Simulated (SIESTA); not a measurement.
Set up this calculation in SIESTA 5.4.2, as the native input.

| Quantity | Value |
| --- | --- |
| Task | single point |
| Functional | PBEsol |
| Potentials or basis | PseudoDojo 0.4 standard (PBEsol files) |
| Basis | DZP (energy shift 0.003 Ry; two zetas on semicore shells) |
| Grid cutoff | 800 Ry |
| Energy shift | 0.003 Ry |
| k mesh | 5 × 5 × 6 |
| Occupations | fermi-dirac, width 0.05 eV |
| Spin | no spin polarisation |

The system is Ti3Sn.

```
CELL_PARAMETERS angstrom
5.91218 0.00000 0.00000
-2.95609 5.12010 0.00000
0.00000 0.00000 4.75622
ATOMIC_POSITIONS crystal
Sn 0.33798 0.66951 0.24676
Sn 0.66614 0.33390 0.74636
Ti 0.83818 0.16381 0.25435
Ti 0.33638 0.16339 0.24632
Ti 0.82648 0.66379 0.24991
Ti 0.15890 0.84525 0.74745
Ti 0.67459 0.83911 0.75129
Ti 0.16667 0.32820 0.74724
```

The cell is a database's computed one.

The cell isn't the ideal one: atoms moved at random, drawn with an rms of 0.05 Å.

One way to write it, as run:

Ti3Sn.fdf

```
SystemName                      Ti3Sn
SystemLabel                     Ti3Sn
NumberOfSpecies                 2
NumberOfAtoms                   8
%block ChemicalSpeciesLabel
  1  50 Sn
  2  22 Ti
%endblock ChemicalSpeciesLabel

LatticeConstant                 1.0 Ang
%block LatticeVectors
     5.9121820850     0.0000000000     0.0000000000
    -2.9560910425     5.1200998774     0.0000000000
     0.0000000000     0.0000000000     4.7562220000
%endblock LatticeVectors
AtomicCoordinatesFormat         Fractional
%block AtomicCoordinatesAndAtomicSpecies
     0.3379790000     0.6695130000     0.2467640000  1  Sn
     0.6661360000     0.3338980000     0.7463630000  1  Sn
     0.8381750000     0.1638140000     0.2543480000  2  Ti
     0.3363850000     0.1633880000     0.2463160000  2  Ti
     0.8264840000     0.6637860000     0.2499090000  2  Ti
     0.1589030000     0.8452540000     0.7474520000  2  Ti
     0.6745950000     0.8391100000     0.7512890000  2  Ti
     0.1666660000     0.3281990000     0.7472410000  2  Ti
%endblock AtomicCoordinatesAndAtomicSpecies

%block kgrid.MonkhorstPack
    5   0   0  0.0
    0   5   0  0.0
    0   0   6  0.0
%endblock kgrid.MonkhorstPack
XC.Functional                   GGA
XC.Authors                      PBEsol
PAO.BasisSize                   DZP
PAO.EnergyShift                 0.003 Ry
Mesh.Cutoff                     800 Ry
OccupationFunction              FD
ElectronicTemperature           0.05 eV
MaxSCFIterations                120
SCF.MustConverge                false
SCF.Mixer.Method                Pulay
SCF.Mixer.Weight                0.25
SCF.Mixer.History               8
SCF.DM.Tolerance                5.0e-05
SCF.H.Tolerance                 1.0e-03 eV
WriteForces                     true
Charge.Mulliken                 end
%block PAO.Basis
  Sn 4
  n=5 0 2
    6.406 0.000
  n=5 1 2
    8.599 0.000
  n=4 2 2
    3.767 0.000
  n=5 2 1
    8.599
  Ti 5
  n=3 0 2
    3.151 0.000
  n=4 0 2
    8.703 0.000
  n=3 1 2
    3.568 0.000
  n=4 1 1
    8.703
  n=3 2 2
    6.267 0.000
%endblock PAO.Basis
```

Potentials or basis: PseudoDojo 0.4 standard (PBEsol files), DZP (energy shift 0.003 Ry; two zetas on semicore shells).

Command:

```bash
$ siesta < Ti3Sn.fdf > Ti3Sn.out 2>&1
```

It gave:

```yaml
Pressure: -3.5 GPa
Largest_force: 0.446 eV/Å
Band_gap_on_the_k_mesh: none (metal or under the smearing width)
```

Caveat: the basis of atomic orbitals isn't converged, which shifts pressures, moduli and gaps.

Wall time 5.4 min on 1 thread of Intel(R) Xeon(R) 6975P-C (Granite Rapids), with other jobs on the host, peak memory 0.96 GiB.
